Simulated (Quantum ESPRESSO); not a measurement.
Write the native input for Quantum ESPRESSO 7.5 that does the following.

```yaml
Task: band structure
Functional: PBEsol
Potentials_or_basis: GBRV 1.5 PBEsol
Cutoff: 612 eV
Density_cutoff: 4898 eV
k_mesh: 8 × 8 × 4
Occupations: fermi-dirac, width 0.05 eV
Spin: no spin polarisation
Mixing_beta: 0.5
Most_SCF_iterations: 120
SCF_threshold: 6e-10 Ry
```

The system is MgI2.

```
I Mg
1.0
     4.14000    0.00000    0.00000
    -2.07000    3.58535    0.00000
     0.00000    0.00000    6.88000
I Mg
2 1
Direct
  0.66667 0.33333 0.75000
  0.33333 0.66667 0.25000
  0.00000 0.00000 0.00000
```

These files were run (other wordings do the same):

pw.in

```
&CONTROL
  calculation = 'scf'
  prefix = 'pwscf'
  outdir = './tmp'
  pseudo_dir = './pseudo'
  tprnfor = .true.
  tstress = .true.
  disk_io = 'low'
/
&SYSTEM
  ibrav = 0
  celldm(1) = 8
  nat = 3
  ntyp = 2
  ecutwfc = 45
  ecutrho = 360
  nbnd = 19
  occupations = 'smearing'
  smearing = 'fd'
  degauss = 0.00367493
/
&ELECTRONS
  conv_thr = 6d-10
  electron_maxstep = 120
  mixing_beta = 0.5
/
ATOMIC_SPECIES
I    126.9045 i_pbesol_v1.uspp.F.UPF
Mg    24.3050 mg_pbesol_v1.4.uspp.F.UPF
CELL_PARAMETERS alat
  0.9779332694938   0.0000000000000   0.0000000000000
 -0.4889666347469   0.8469150545953   0.0000000000000
  0.0000000000000   0.0000000000000   1.6251644671782
ATOMIC_POSITIONS crystal
I      0.6666666667    0.3333333333    0.7500000000
I      0.3333333333    0.6666666667    0.2500000000
Mg     0.0000000000    0.0000000000    0.0000000000
K_POINTS automatic
8 8 4 0 0 0
```

bands.in

```
&CONTROL
  calculation = 'bands'
  prefix = 'pwscf'
  outdir = './tmp'
  pseudo_dir = './pseudo'
  disk_io = 'low'
  verbosity = 'high'
/
&SYSTEM
  ibrav = 0
  celldm(1) = 8
  nat = 3
  ntyp = 2
  ecutwfc = 45
  ecutrho = 360
  nbnd = 19
  occupations = 'smearing'
  smearing = 'fd'
  degauss = 0.00367493
/
&ELECTRONS
  conv_thr = 1d-08
  electron_maxstep = 120
  mixing_beta = 0.5
  diago_full_acc = .true.
  startingwfc = 'random'
/
ATOMIC_SPECIES
I    126.9045 i_pbesol_v1.uspp.F.UPF
Mg    24.3050 mg_pbesol_v1.4.uspp.F.UPF
CELL_PARAMETERS alat
  0.9779332694938   0.0000000000000   0.0000000000000
 -0.4889666347469   0.8469150545953   0.0000000000000
  0.0000000000000   0.0000000000000   1.6251644671782
ATOMIC_POSITIONS crystal
I      0.6666666667    0.3333333333    0.7500000000
I      0.3333333333    0.6666666667    0.2500000000
Mg     0.0000000000    0.0000000000    0.0000000000
K_POINTS crystal
60
 0.0000000000  0.0000000000  0.0000000000 1
 0.0625000000  0.0000000000  0.0000000000 1
 0.1250000000  0.0000000000  0.0000000000 1
 0.1875000000  0.0000000000  0.0000000000 1
 0.2500000000  0.0000000000  0.0000000000 1
 0.3125000000  0.0000000000  0.0000000000 1
 0.3750000000  0.0000000000  0.0000000000 1
 0.4375000000  0.0000000000  0.0000000000 1
 0.5000000000  0.0000000000  0.0000000000 1
 0.4583333333  0.0833333333  0.0000000000 1
 0.4166666667  0.1666666667  0.0000000000 1
 0.3750000000  0.2500000000  0.0000000000 1
 0.3333333333  0.3333333333  0.0000000000 1
 0.2962962963  0.2962962963  0.0000000000 1
 0.2592592593  0.2592592593  0.0000000000 1
 0.2222222222  0.2222222222  0.0000000000 1
 0.1851851852  0.1851851852  0.0000000000 1
 0.1481481481  0.1481481481  0.0000000000 1
 0.1111111111  0.1111111111  0.0000000000 1
 0.0740740741  0.0740740741  0.0000000000 1
 0.0370370370  0.0370370370  0.0000000000 1
 0.0000000000  0.0000000000  0.0000000000 1
 0.0000000000  0.0000000000  0.1250000000 1
 0.0000000000  0.0000000000  0.2500000000 1
 0.0000000000  0.0000000000  0.3750000000 1
 0.0000000000  0.0000000000  0.5000000000 1
 0.0625000000  0.0000000000  0.5000000000 1
 0.1250000000  0.0000000000  0.5000000000 1
 0.1875000000  0.0000000000  0.5000000000 1
 0.2500000000  0.0000000000  0.5000000000 1
 0.3125000000  0.0000000000  0.5000000000 1
 0.3750000000  0.0000000000  0.5000000000 1
 0.4375000000  0.0000000000  0.5000000000 1
 0.5000000000  0.0000000000  0.5000000000 1
 0.4666666667  0.0666666667  0.5000000000 1
 0.4333333333  0.1333333333  0.5000000000 1
 0.4000000000  0.2000000000  0.5000000000 1
 0.3666666667  0.2666666667  0.5000000000 1
 0.3333333333  0.3333333333  0.5000000000 1
 0.3030303030  0.3030303030  0.5000000000 1
 0.2727272727  0.2727272727  0.5000000000 1
 0.2424242424  0.2424242424  0.5000000000 1
 0.2121212121  0.2121212121  0.5000000000 1
 0.1818181818  0.1818181818  0.5000000000 1
 0.1515151515  0.1515151515  0.5000000000 1
 0.1212121212  0.1212121212  0.5000000000 1
 0.0909090909  0.0909090909  0.5000000000 1
 0.0606060606  0.0606060606  0.5000000000 1
 0.0303030303  0.0303030303  0.5000000000 1
 0.0000000000  0.0000000000  0.5000000000 1
 0.5000000000  0.0000000000  0.5000000000 1
 0.5000000000  0.0000000000  0.3750000000 1
 0.5000000000  0.0000000000  0.2500000000 1
 0.5000000000  0.0000000000  0.1250000000 1
 0.5000000000  0.0000000000  0.0000000000 1
 0.3333333333  0.3333333333  0.0000000000 1
 0.3333333333  0.3333333333  0.1250000000 1
 0.3333333333  0.3333333333  0.2500000000 1
 0.3333333333  0.3333333333  0.3750000000 1
 0.3333333333  0.3333333333  0.5000000000 1
```

Potentials or basis: GBRV 1.5 PBEsol.

Launch:

```sh
$ OMP_NUM_THREADS=1 mpirun -n 2 pw.x -nk 2 -in pw.in > pw.out
$ OMP_NUM_THREADS=1 mpirun -n 2 pw.x -nk 2 -in bands.in > bands.out
```

Results of the run:

| Property | Result |
| --- | --- |
| Pressure | -0.8 GPa |
| Largest force | 0.293 eV/Å |
| Band gap on the k mesh | 3.43 eV, indirect (least direct gap 3.51 eV) |
| Band gap along the path | 3.41 eV, indirect (least direct gap 3.51 eV) |

Caveat: spin-orbit coupling is left out, which moves the levels of the heavy elements; the cell's inner coordinates are idealised or old, which leaves forces on the atoms; this functional lacks dispersion, which binds the layers, so the pressure and a relaxed spacing across them are unreliable.

Run time: 79 s on 2 MPI ranks on Arm Neoverse V1 (shared host), peak memory 0.46 GiB a rank.
